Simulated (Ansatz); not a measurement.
# C3H12GaN (SMILES C[Ga-](C)(C)[NH3+]): levels of theory compared

We compute a comparison of 6 runs (HF/3-21G, HF/def2-SVP, B3LYP/6-31G*, BLYP/6-31G*, CAM-B3LYP/6-31G*, PBE0/def2-SVP) of C3H12GaN. 

Program for the calculation: Ansatz 0.2.0.

2 further runs of the same task are left out: 1 that didn't finish, 1 set aside as unsound or not needed. Runs told in other sessions of the task aren't counted.

## Step 1: Starting point

The species is C3H12GaN (17 atoms), meant as a singlet with charge 0. As SMILES, `C[Ga-](C)(C)[NH3+]`. The shape is that of a PBE0-D4/def2-TZVP optimisation.

Bond lengths: C1–Ga2 1.995 Å, Ga2–C3 1.995 Å, Ga2–C4 1.995 Å, Ga2–N5 2.185 Å, C1–H6 1.094 Å, C1–H7 1.094 Å, C1–H8 1.094 Å, C3–H9 1.094 Å, C3–H10 1.094 Å, C3–H11 1.094 Å, C4–H12 1.094 Å, C4–H13 1.094 Å, C4–H14 1.094 Å, N5–H15 1.013 Å, N5–H16 1.013 Å, N5–H17 1.013 Å. Some angles: C1–Ga2–C3 117.9°, C1–Ga2–C4 117.9°, C1–Ga2–N5 98.5°, C3–Ga2–C4 117.9°, C3–Ga2–N5 98.5°, C4–Ga2–N5 98.5°, Ga2–C1–H6 110.3°, Ga2–C1–H7 112.2°, Ga2–C1–H8 112.2°, Ga2–C3–H9 112.2°.

## Step 2: Energy and gradient at HF/3-21G (run 1)

Contents of job.yaml:

```yaml
crystal:
  periodic: [false, false, false]
  atoms:
    - {symbol: C, position_ang: [-0.724690, 0.767350, -1.780960]}
    - {symbol: Ga, position_ang: [0.155500, -0.156590, -0.247090]}
    - {symbol: C, position_ang: [2.027140, 0.365110, 0.206730]}
    - {symbol: C, position_ang: [-0.422310, -2.018890, 0.176160]}
    - {symbol: N, position_ang: [-0.870130, 0.876400, 1.382070]}
    - {symbol: H, position_ang: [-0.337770, 0.382760, -2.729300]}
    - {symbol: H, position_ang: [-0.538820, 1.845740, -1.776900]}
    - {symbol: H, position_ang: [-1.807520, 0.609810, -1.793330]}
    - {symbol: H, position_ang: [2.328700, 0.007070, 1.195860]}
    - {symbol: H, position_ang: [2.727720, -0.067300, -0.513810]}
    - {symbol: H, position_ang: [2.173270, 1.449260, 0.179340]}
    - {symbol: H, position_ang: [-0.082930, -2.343380, 1.164610]}
    - {symbol: H, position_ang: [-0.002060, -2.721570, -0.549520]}
    - {symbol: H, position_ang: [-1.509750, -2.134500, 0.136040]}
    - {symbol: H, position_ang: [-0.554260, 0.531670, 2.281190]}
    - {symbol: H, position_ang: [-1.871800, 0.734050, 1.323650]}
    - {symbol: H, position_ang: [-0.690280, 1.873060, 1.345280]}
basis:
  gaussian:
    orbitals: 3-21G-spherical.json
hamiltonian:
  xc: hf
accuracy: high
output: {forces: true, orbitals: {seedname: orbitals}}
```

The basis set 3-21G is read from a file made from the Basis Set Exchange's data (not shown).

Run with:

```sh
ansatz run job.yaml --threads 1 --pin off --max-ram 3480MiB --events-out events.jsonl --progress --plain --runs-dir runs
```

The program printed, cut to the lines that bear on the results:

```text
Warning: RAYON_NUM_THREADS=1 ignored (pool sized by the plan → 1); use --threads N
Functional definition: HF
  name "HF"
[...]
1934 factors; integrals over basis functions are off by at most 9.9e-9 eV
[...]
mean field -56816.86492995 eV, -2087.9812743213 hartree, gradient 1.6e-8 eV, S^2 0.000000; 0 other end points of the search recorded, 0 dependent functions left out
[...]
reference -56816.86492995 eV, -2087.9812743213 hartree; 34, 34 occupied and 48, 48 virtual orbitals, 1934 factors
Total energy: -56816.86492995 eV, -2087.9812743213 hartree
Atom 0 at    -0.724690     0.767350    -1.780960 Å, force    -0.045042     0.050657    -0.339206 eV/Å
Atom 1 at     0.155500    -0.156590    -0.247090 Å, force    -0.426076     0.429186     0.676783 eV/Å
Atom 2 at     2.027140     0.365110     0.206730 Å, force     0.340755    -0.006040    -0.060483 eV/Å
Atom 3 at    -0.422310    -2.018890     0.176160 Å, force    -0.002880    -0.340037    -0.065049 eV/Å
Atom 4 at    -0.870130     0.876400     1.382070 Å, force    -0.080668     0.081452     0.128826 eV/Å
Atom 5 at    -0.337770     0.382760    -2.729300 Å, force    -0.108155     0.109419     0.126746 eV/Å
Atom 6 at    -0.538820     1.845740    -1.776900 Å, force    -0.069862    -0.183623    -0.020668 eV/Å
Atom 7 at    -1.807520     0.609810    -1.793330 Å, force     0.185621     0.065270    -0.017327 eV/Å
Atom 8 at     2.328700     0.007070     1.195860 Å, force    -0.026299     0.095930    -0.170815 eV/Å
Atom 9 at     2.727720    -0.067300    -0.513810 Å, force    -0.065880     0.103745     0.156982 eV/Å
Atom 10 at     2.173270     1.449260     0.179340 Å, force     0.005014    -0.194518     0.033932 eV/Å
Atom 11 at    -0.082930    -2.343380     1.164610 Å, force    -0.093397     0.031202    -0.171465 eV/Å
Atom 12 at    -0.002060    -2.721570    -0.549520 Å, force    -0.103380     0.066754     0.157057 eV/Å
Atom 13 at    -1.509750    -2.134500     0.136040 Å, force     0.194081    -0.010826     0.035856 eV/Å
Atom 14 at    -0.554260     0.531670     2.281190 Å, force     0.079151    -0.078632    -0.182534 eV/Å
Atom 15 at    -1.871800     0.734050     1.323650 Å, force     0.132394    -0.086839    -0.143852 eV/Å
Atom 16 at    -0.690280     1.873060     1.345280 Å, force     0.084624    -0.133101    -0.144783 eV/Å
Dipole moment:    -0.503156     0.506767     0.799223 e Å
```

It took 3.6 s on 1 thread of Intel Xeon 6975P-C (Granite Rapids), shared host; peak memory 0.28 GiB.

## Step 3: Energy and forces at HF/def2-SVP (run 2)

Changes to job.yaml since step 2:

```diff
@@ -7,3 +7,3 @@
     - {symbol: C, position_ang: [-0.422310, -2.018890, 0.176160]}
-    - {symbol: N, position_ang: [-0.870130, 0.876400, 1.382070]}
+    - {symbol: "N", position_ang: [-0.870130, 0.876400, 1.382070]}
     - {symbol: H, position_ang: [-0.337770, 0.382760, -2.729300]}
@@ -21,6 +21,5 @@
 basis:
-  gaussian:
-    orbitals: 3-21G-spherical.json
-hamiltonian:
-  xc: hf
+  gaussian: {orbitals: def2-SVP}
+total_charge: 0
+hamiltonian: {xc: hf}
 accuracy: high
```

Run with:

```sh
ansatz run job.yaml --threads 1 --pin off --max-ram 3480MiB --events-out events.jsonl --progress --plain --runs-dir runs
```

The program printed, cut to the lines that bear on the results:

```text
Warning: RAYON_NUM_THREADS=1 ignored (pool sized by the plan → 1); use --threads N
[... 2 set-up lines as earlier in the session ...]
[...]
3579 factors; integrals over basis functions are off by at most 2.4e-8 eV
[...]
mean field -57087.77348395 eV, -2097.9369800525 hartree, gradient 1.9e-8 eV, S^2 0.000000; 0 other end points of the search recorded, 0 dependent functions left out
[...]
reference -57087.77348395 eV, -2097.9369800525 hartree; 34, 34 occupied and 114, 114 virtual orbitals, 3579 factors
Total energy: -57087.77348395 eV, -2097.9369800525 hartree
Atom 0 at    -0.724690     0.767350    -1.780960 Å, force    -0.062698     0.066984    -0.199745 eV/Å
Atom 1 at     0.155500    -0.156590    -0.247090 Å, force     0.005310    -0.005322    -0.008471 eV/Å
Atom 2 at     2.027140     0.365110     0.206730 Å, force     0.218521     0.025725     0.003323 eV/Å
[...]
Atom 7 at    -1.807520     0.609810    -1.793330 Å, force    -0.034625     0.022949    -0.027728 eV/Å
Atom 8 at     2.328700     0.007070     1.195860 Å, force     0.040457     0.011947     0.026390 eV/Å
Atom 9 at     2.727720    -0.067300    -0.513810 Å, force     0.053878     0.007685     0.002486 eV/Å
Atom 10 at     2.173270     1.449260     0.179340 Å, force     0.038915     0.026735     0.016158 eV/Å
Atom 11 at    -0.082930    -2.343380     1.164610 Å, force    -0.013426    -0.040480     0.025689 eV/Å
Atom 12 at    -0.002060    -2.721570    -0.549520 Å, force    -0.009151    -0.053543     0.001868 eV/Å
Atom 13 at    -1.509750    -2.134500     0.136040 Å, force    -0.027806    -0.038314     0.015323 eV/Å
Atom 14 at    -0.554260     0.531670     2.281190 Å, force    -0.135401     0.145460    -0.251912 eV/Å
Atom 15 at    -1.871800     0.734050     1.323650 Å, force     0.303695     0.077724     0.067389 eV/Å
Atom 16 at    -0.690280     1.873060     1.345280 Å, force    -0.090300    -0.302034     0.059960 eV/Å
Dipole moment:    -0.460753     0.464065     0.731857 e Å
```

Run time: 13 s. Hardware: 1 thread of Intel Xeon 6975P-C (Granite Rapids), shared host; peak memory 0.74 GiB.

## Step 4: Energy and gradient at B3LYP/6-31G(d) (spherical functions) (run 3)

Contents of molecule.yaml:

```yaml
crystal:
  periodic: [false, false, false]
  atoms:
    - {symbol: C, position_ang: [-0.724690, 0.767350, -1.780960]}
    - {symbol: Ga, position_ang: [0.155500, -0.156590, -0.247090]}
    - {symbol: C, position_ang: [2.027140, 0.365110, 0.206730]}
    - {symbol: C, position_ang: [-0.422310, -2.018890, 0.176160]}
    - {symbol: "N", position_ang: [-0.870130, 0.876400, 1.382070]}
    - {symbol: H, position_ang: [-0.337770, 0.382760, -2.729300]}
    - {symbol: H, position_ang: [-0.538820, 1.845740, -1.776900]}
    - {symbol: H, position_ang: [-1.807520, 0.609810, -1.793330]}
    - {symbol: H, position_ang: [2.328700, 0.007070, 1.195860]}
    - {symbol: H, position_ang: [2.727720, -0.067300, -0.513810]}
    - {symbol: H, position_ang: [2.173270, 1.449260, 0.179340]}
    - {symbol: H, position_ang: [-0.082930, -2.343380, 1.164610]}
    - {symbol: H, position_ang: [-0.002060, -2.721570, -0.549520]}
    - {symbol: H, position_ang: [-1.509750, -2.134500, 0.136040]}
    - {symbol: H, position_ang: [-0.554260, 0.531670, 2.281190]}
    - {symbol: H, position_ang: [-1.871800, 0.734050, 1.323650]}
    - {symbol: H, position_ang: [-0.690280, 1.873060, 1.345280]}
basis:
  gaussian:
    orbitals: 6-31G_st_-spherical.json
accuracy: high
output: {forces: true, orbitals: {seedname: orbitals}}
hamiltonian:
  xc: {name: B3LYP}
```

The basis set 6-31G* is read from a file made from the Basis Set Exchange's data (not shown).

Run with:

```sh
ansatz run molecule.yaml --threads 1 --pin off --max-ram 3480MiB --events-out events.jsonl --progress --plain --runs-dir runs
```

The program printed, cut to the lines that bear on the results:

```text
Warning: RAYON_NUM_THREADS=1 ignored (pool sized by the plan → 1); use --threads N
Functional definition: B3LYP
  name "B3LYP"
[...]
2789 factors; integrals over basis functions are off by at most 7.9e-9 eV
[...]
mean field -57169.50899540 eV, -2100.9407046959 hartree, gradient 6.8e-8 eV, S^2 0.000000; 0 other end points of the search recorded, 0 dependent functions left out
[...]
reference -57169.50904740 eV, -2100.9407066067 hartree; 34, 34 occupied and 78, 78 virtual orbitals, 2789 factors
Total energy: -57169.50904740 eV, -2100.9407066067 hartree
Atom 0 at    -0.724690     0.767350    -1.780960 Å, force    -0.021822     0.023186    -0.059133 eV/Å
Atom 1 at     0.155500    -0.156590    -0.247090 Å, force     0.056701    -0.057098    -0.090060 eV/Å
Atom 2 at     2.027140     0.365110     0.206730 Å, force     0.066439     0.010143     0.004565 eV/Å
[...]
Atom 7 at    -1.807520     0.609810    -1.793330 Å, force    -0.123480    -0.008898    -0.003751 eV/Å
Atom 8 at     2.328700     0.007070     1.195860 Å, force     0.038226    -0.032357     0.113070 eV/Å
Atom 9 at     2.727720    -0.067300    -0.513810 Å, force     0.071228    -0.046094    -0.076477 eV/Å
Atom 10 at     2.173270     1.449260     0.179340 Å, force     0.021625     0.121865     0.004538 eV/Å
Atom 11 at    -0.082930    -2.343380     1.164610 Å, force     0.030054    -0.040618     0.112846 eV/Å
Atom 12 at    -0.002060    -2.721570    -0.549520 Å, force     0.044956    -0.071342    -0.076776 eV/Å
Atom 13 at    -1.509750    -2.134500     0.136040 Å, force    -0.122290    -0.018264     0.003014 eV/Å
Atom 14 at    -0.554260     0.531670     2.281190 Å, force     0.070903    -0.077572     0.216141 eV/Å
Atom 15 at    -1.871800     0.734050     1.323650 Å, force    -0.238477    -0.030175    -0.008621 eV/Å
Atom 16 at    -0.690280     1.873060     1.345280 Å, force     0.038875     0.237082    -0.003640 eV/Å
Dipole moment:    -0.453207     0.456460     0.719886 e Å
```

Wall time 16 s (1 thread of Intel Xeon 6975P-C (Granite Rapids), shared host); peak memory 0.55 GiB.

Runs 4 to 5 aren't shown in full; the table further down has their settings and results.

## Step 5: Energy and forces at PBE0/def2-SVP (run 6)

Changes to molecule.yaml since step 4:

```diff
@@ -21,7 +21,5 @@
 basis:
-  gaussian:
-    orbitals: 6-31G_st_-spherical.json
+  gaussian: {orbitals: def2-SVP}
+hamiltonian: {xc: pbe0}
 accuracy: high
 output: {forces: true, orbitals: {seedname: orbitals}}
-hamiltonian:
-  xc: {name: B3LYP}
```

Run with:

```sh
ansatz run molecule.yaml --threads 1 --pin off --max-ram 3480MiB --events-out events.jsonl --progress --plain --runs-dir runs
```

The program printed, cut to the lines that bear on the results:

```text
Warning: RAYON_NUM_THREADS=1 ignored (pool sized by the plan → 1); use --threads N
Functional definition: PBE0
  name "PBE0"
[...]
3579 factors; integrals over basis functions are off by at most 2.4e-8 eV
[...]
mean field -57152.90690611 eV, -2100.3305891679 hartree, gradient 1.1e-8 eV, S^2 0.000000; 0 other end points of the search recorded, 0 dependent functions left out
[...]
reference -57152.90690951 eV, -2100.3305892929 hartree; 34, 34 occupied and 114, 114 virtual orbitals, 3579 factors
Total energy: -57152.90690951 eV, -2100.3305892929 hartree
Atom 0 at    -0.724690     0.767350    -1.780960 Å, force     0.121162    -0.127731     0.256174 eV/Å
Atom 1 at     0.155500    -0.156590    -0.247090 Å, force     0.007756    -0.007801    -0.012337 eV/Å
Atom 2 at     2.027140     0.365110     0.206730 Å, force    -0.299670    -0.066321    -0.047855 eV/Å
[...]
Atom 7 at    -1.807520     0.609810    -1.793330 Å, force    -0.291984    -0.042441    -0.014344 eV/Å
Atom 8 at     2.328700     0.007070     1.195860 Å, force     0.091574    -0.098039     0.262933 eV/Å
Atom 9 at     2.727720    -0.067300    -0.513810 Å, force     0.187812    -0.116758    -0.194480 eV/Å
Atom 10 at     2.173270     1.449260     0.179340 Å, force     0.049638     0.291009    -0.011047 eV/Å
Atom 11 at    -0.082930    -2.343380     1.164610 Å, force     0.092697    -0.097726     0.262653 eV/Å
Atom 12 at    -0.002060    -2.721570    -0.549520 Å, force     0.113529    -0.188252    -0.195676 eV/Å
Atom 13 at    -1.509750    -2.134500     0.136040 Å, force    -0.291932    -0.041391    -0.014643 eV/Å
Atom 14 at    -0.554260     0.531670     2.281190 Å, force     0.067080    -0.074134     0.247626 eV/Å
Atom 15 at    -1.871800     0.734050     1.323650 Å, force    -0.266174    -0.023154     0.005569 eV/Å
Atom 16 at    -0.690280     1.873060     1.345280 Å, force     0.032520     0.264757     0.010889 eV/Å
Dipole moment:    -0.453112     0.456365     0.719730 e Å
```

Wall time 20 s (1 thread of Intel Xeon 6975P-C (Granite Rapids), shared host); peak memory 0.81 GiB.

## Step 6: All runs side by side

| run | level | energy (Eh) | dipole moment (D) | HOMO energy (eV) | LUMO energy (eV) | wall time |
| --- | --- | --- | --- | --- | --- | --- |
| 1 | HF/3-21G | -2087.981274 | 5.15 | -9.38 | 4.61 | 3.6 s |
| 2 | HF/def2-SVP | -2097.936980 | 4.71 | -9.63 | 3.49 | 13 s |
| 3 | B3LYP/6-31G* (spherical functions) | -2100.940707 | 4.64 | -6.16 | 0.44 | 16 s |
| 4 | BLYP/6-31G* (spherical functions) | -2100.828520 | 4.62 | -4.95 | -0.08 | 13 s |
| 5 | CAM-B3LYP/6-31G* (spherical functions) | -2100.896521 | 4.66 | -7.76 | 1.64 | 17 s |
| 6 | PBE0/def2-SVP | -2100.330589 | 4.64 | -6.61 | 0.61 | 20 s |

## Step 7: Results

| quantity | value |
| --- | --- |
| run 6: total energy | -2100.33059 Eh |
| run 6: dipole moment | 4.64 D |
| run 6: HOMO energy | -6.61 eV |
| run 6: LUMO energy | 0.61 eV |
| run 6: HOMO–LUMO gap | 7.22 eV |
| run 6: largest force on an atom | 0.332 eV/Å |

What this shows: The dipole moment (its size) runs from 4.62 D (BLYP/6-31G*) to 5.15 D (HF/3-21G). The two ends differ in method and basis. The HOMO–LUMO gap runs from 4.86 eV (BLYP/6-31G*) to 13.99 eV (HF/3-21G). Totals of different functionals can't be ranked against each other. All runs together took 81 s, the longest 20 s.
